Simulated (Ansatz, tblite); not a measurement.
# C₂₀H₁₂F₆: a ladder of methods and basis sets

An exercise on one series of results from a longer session: the logs are not shown, and one member is left open.

The runs use Ansatz 0.2.0, Gaussian basis; as each input shows.

The runs, in order: GFN1-xTB, GFN2-xTB, PBE-D4/def2-TZVP, r2SCAN-D4/def2-TZVP, PBE-D4/def2-SVP, PBE0-D4/def2-SVP.

1 further run of the same task is left out (set aside as unsound or not needed).

### The geometry

The geometry is that of the singlet, from an earlier relaxation (r2SCAN-D4/def2-SVP).

SMILES `FC(F)(F)c1ccc(-c2ccc(-c3ccc(C(F)(F)F)cc3)cc2)cc1`, 38 atoms, charge 0, spin multiplicity 1.

Bond lengths: F1–C2 1.347 Å, C2–F3 1.344 Å, C2–F4 1.347 Å, C2–C5 1.502 Å, C5–C6 1.399 Å, C5–C26 1.401 Å, C6–C7 1.395 Å, C6–H27 1.093 Å, C7–C8 1.408 Å, C7–H28 1.094 Å, C8–C9 1.480 Å, C8–C25 1.410 Å, C9–C10 1.408 Å, C9–C24 1.408 Å, C10–C11 1.393 Å, C10–H29 1.094 Å, C11–C12 1.408 Å, C11–H30 1.094 Å and more. Angles: F1–C2–F3 107.6°, F1–C2–F4 106.6°, F1–C2–C5 111.5°, F3–C2–F4 107.1°, F3–C2–C5 112.2°, F4–C2–C5 111.6°, C2–C5–C6 121.0°, C2–C5–C26 119.1°, C6–C5–C26 119.9°, C5–C6–C7 119.9°, C5–C6–H27 119.8°, C7–C6–H27 120.3°, C6–C7–C8 121.0°, C6–C7–H28 119.4°, C8–C7–H28 119.5°, C7–C8–C9 120.9°, C7–C8–C25 118.3°, C9–C8–C25 120.8° and more.

Geometry (Å):

```xyz
38
charge 0, multiplicity 1
F     7.79709   -0.59864   -0.03317
C     7.18737    0.47325    0.50795
F     7.62462    0.59391    1.77295
F     7.62980    1.55074   -0.16956
C     5.69220    0.35068    0.43445
C     4.88690    0.70127    1.52332
C     3.49899    0.61129    1.41861
C     2.88780    0.17603    0.22736
C     1.41508    0.08338    0.11840
C     0.62973   -0.32606    1.21245
C    -0.75614   -0.41926    1.10695
C    -1.41640   -0.09255   -0.09252
C    -2.88904   -0.18439   -0.20321
C    -3.61666    0.75607   -0.96045
C    -5.00298    0.67424   -1.06285
C    -5.69345   -0.35720   -0.41220
C    -7.18417   -0.45223   -0.56962
F    -7.73946   -1.26551    0.34489
F    -7.52491   -0.92847   -1.78323
F    -7.77037    0.75428   -0.45105
C    -4.98850   -1.30033    0.34322
C    -3.60053   -1.21063    0.44692
C    -0.63164    0.32389   -1.18429
C     0.75541    0.40288   -1.08328
C     3.71580   -0.17262   -0.85899
C     5.10212   -0.08960   -0.75801
H     5.34862    1.04869    2.45142
H     2.87546    0.91246    2.26599
H     1.11693   -0.59968    2.15311
H    -1.34218   -0.72683    1.97818
H    -3.08913    1.58224   -1.44667
H    -5.55819    1.42184   -1.63748
H    -5.52823   -2.10674    0.84688
H    -3.05421   -1.96753    1.01805
H    -1.11597    0.56482   -2.13527
H     1.33849    0.74386   -1.94395
H     3.26510   -0.54626   -1.78338
H     5.73464   -0.38129   -1.60194
```

PBE0-D4/def2-TZVP was run before; its log isn't repeated, and its numbers join the tables.

The first run:

Tight binding, by tblite at 300 K electronic temperature and without a spin-polarisation term:

```python
tblite.interface.Calculator('GFN1-xTB', numbers, positions, charge=0, uhf=0).singlepoint()
```

Tight binding, by tblite at 300 K electronic temperature and without a spin-polarisation term:

```python
tblite.interface.Calculator('GFN2-xTB', numbers, positions, charge=0, uhf=0).singlepoint()
```

start.molden holds the orbitals of an earlier run on this state, given as this run's starting guess.

File in.yaml:

```yaml
crystal:
  periodic: [false, false, false]
  atoms:
    - {symbol: F, position_ang: [7.797087, -0.598644, -0.033174]}
    - {symbol: C, position_ang: [7.187374, 0.473245, 0.507949]}
    - {symbol: F, position_ang: [7.624624, 0.593907, 1.772954]}
    - {symbol: F, position_ang: [7.629801, 1.550739, -0.169562]}
    - {symbol: C, position_ang: [5.692199, 0.350675, 0.434454]}
    - {symbol: C, position_ang: [4.886900, 0.701270, 1.523318]}
    - {symbol: C, position_ang: [3.498987, 0.611294, 1.418607]}
    - {symbol: C, position_ang: [2.887799, 0.176026, 0.227362]}
    - {symbol: C, position_ang: [1.415079, 0.083383, 0.118395]}
    - {symbol: C, position_ang: [0.629733, -0.326058, 1.212454]}
    - {symbol: C, position_ang: [-0.756136, -0.419261, 1.106952]}
    - {symbol: C, position_ang: [-1.416404, -0.092549, -0.092519]}
    - {symbol: C, position_ang: [-2.889045, -0.184389, -0.203207]}
    - {symbol: C, position_ang: [-3.616661, 0.756072, -0.960448]}
    - {symbol: C, position_ang: [-5.002979, 0.674238, -1.062853]}
    - {symbol: C, position_ang: [-5.693453, -0.357204, -0.412205]}
    - {symbol: C, position_ang: [-7.184174, -0.452226, -0.569623]}
    - {symbol: F, position_ang: [-7.739455, -1.265513, 0.344888]}
    - {symbol: F, position_ang: [-7.524913, -0.928474, -1.783233]}
    - {symbol: F, position_ang: [-7.770371, 0.754285, -0.451051]}
    - {symbol: C, position_ang: [-4.988500, -1.300330, 0.343220]}
    - {symbol: C, position_ang: [-3.600529, -1.210635, 0.446922]}
    - {symbol: C, position_ang: [-0.631638, 0.323890, -1.184291]}
    - {symbol: C, position_ang: [0.755409, 0.402882, -1.083281]}
    - {symbol: C, position_ang: [3.715799, -0.172617, -0.858989]}
    - {symbol: C, position_ang: [5.102118, -0.089602, -0.758008]}
    - {symbol: H, position_ang: [5.348623, 1.048687, 2.451419]}
    - {symbol: H, position_ang: [2.875460, 0.912460, 2.265993]}
    - {symbol: H, position_ang: [1.116932, -0.599677, 2.153109]}
    - {symbol: H, position_ang: [-1.342177, -0.726832, 1.978178]}
    - {symbol: H, position_ang: [-3.089133, 1.582244, -1.446665]}
    - {symbol: H, position_ang: [-5.558186, 1.421837, -1.637483]}
    - {symbol: H, position_ang: [-5.528226, -2.106736, 0.846876]}
    - {symbol: H, position_ang: [-3.054207, -1.967528, 1.018051]}
    - {symbol: H, position_ang: [-1.115975, 0.564819, -2.135271]}
    - {symbol: H, position_ang: [1.338489, 0.743856, -1.943945]}
    - {symbol: H, position_ang: [3.265101, -0.546257, -1.783379]}
    - {symbol: H, position_ang: [5.734637, -0.381286, -1.601935]}
basis:
  gaussian: {orbitals: def2-TZVP, fitting: {mean_field: def2-universal-jkfit}, initial_orbitals: start.molden}
hamiltonian: {xc: pbe, dispersion: d4}
scf: {omitted_lower_state_checks: [starts]}
output: {orbitals: {seedname: orbitals}}
```

Started as:

```console
> ansatz run in.yaml --threads 2 --pin off --events-out ev --progress --plain --max-ram 32768MiB --backend cuda --devices 0, --max-vram 18GiB
```

Among the steps run: PBE-D4/def2-TZVP; r2SCAN-D4/def2-TZVP; PBE-D4/def2-SVP; PBE0-D4/def2-SVP.

One of the session's tables, all rows but one given; the rest of the session is left out.

It belongs to the step «Binding energy». 

| level | binding an atom (eV) |
| --- | --- |
| PBE-D4/def2-SVP | 5.542 |
| PBE-D4/def2-TZVP | 5.433 |
| r2SCAN-D4/def2-TZVP | 5.244 |
| PBE0-D4/def2-SVP | 5.395 |
| PBE0-D4/def2-TZVP | ? |

**Question.** Estimate the row for PBE0-D4/def2-TZVP.

As computed: binding an atom (eV): 5.292. In the column «binding an atom (eV)» it lies between r2SCAN-D4/def2-TZVP (5.244) and PBE0-D4/def2-SVP (5.395).

Caveats from the session: Free atoms were run apart at each level; binding is atoms less cluster, divided by the number of atoms, without zero-point or spin-orbit terms.
